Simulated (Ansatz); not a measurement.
Set up this calculation in Ansatz 0.2.0, as the native input.

| Quantity | Value |
| --- | --- |
| Task | elastic constants |
| Functional | PBE |
| Potentials or basis | Ansatz PAW |
| Cutoff | 420 eV (not typed: the program's choice for these potentials) |
| k mesh | 5 × 5 × 5 |
| Occupations | fermi-dirac, width 0.05 eV |
| Spin | no spin polarisation |
| Atoms under strain | relaxed |

BiS:

```xyz
2
Lattice="4.0029 0.0000 0.0000 0.0000 4.0029 0.0000 0.0000 0.0000 4.0029" Properties=species:S:1:pos:R:3 pbc="T T T"
Bi    2.0015    2.0015    2.0015
S     0.0000    0.0000    0.0000
```

The cell was built by a generator and needn't be a form met in nature.

These files were run (other wordings do the same):

input.yaml

```yaml
crystal:
  lattice:
    - [4.00294434, 0.0, 0.0]
    - [0.0, 4.00294434, 0.0]
    - [0.0, 0.0, 4.00294434]
  atoms:
    - { symbol: Bi, position: [0.5, 0.5, 0.5] }
    - { symbol: S, position: [0.0, 0.0, 0.0] }
hamiltonian:
  xc: pbe
  pseudopotentials: { kind: paw }
kpoints:
  mp_grid: { grid: [5, 5, 5] }
scf:
  occupations: { method: fermi_dirac, width: 0.05 }
output:
  forces: true
  stress: true
elastic:
  mode: relaxed_ion
  stencil: two_point
```

Potentials or basis: Ansatz PAW.

The run is started by

```bash
$ ansatz run input.yaml --threads 2 --pin off --max-ram 5632MiB --backend cpu --events-out ev --progress --plain --runs-dir out
```

Results of the run:

The pressure is -10.8 GPa, the band gap on the k mesh is none (metal or under the smearing width) and the elastic constants C11, C12, C44 are 15, 2, -29 GPa. The voigt bulk modulus is 6 GPa.

Caveat: the cell is more than 3 GPa from zero pressure, which shifts response properties; the elastic tensor has a negative eigenvalue, so either the cell is unstable as it stands or the mesh is too thin; spin-orbit coupling is left out, which moves the levels of the heavy elements.

It took 5.6 s on 2 threads of Arm Neoverse V1 (shared host), peak memory 0.33 GiB.
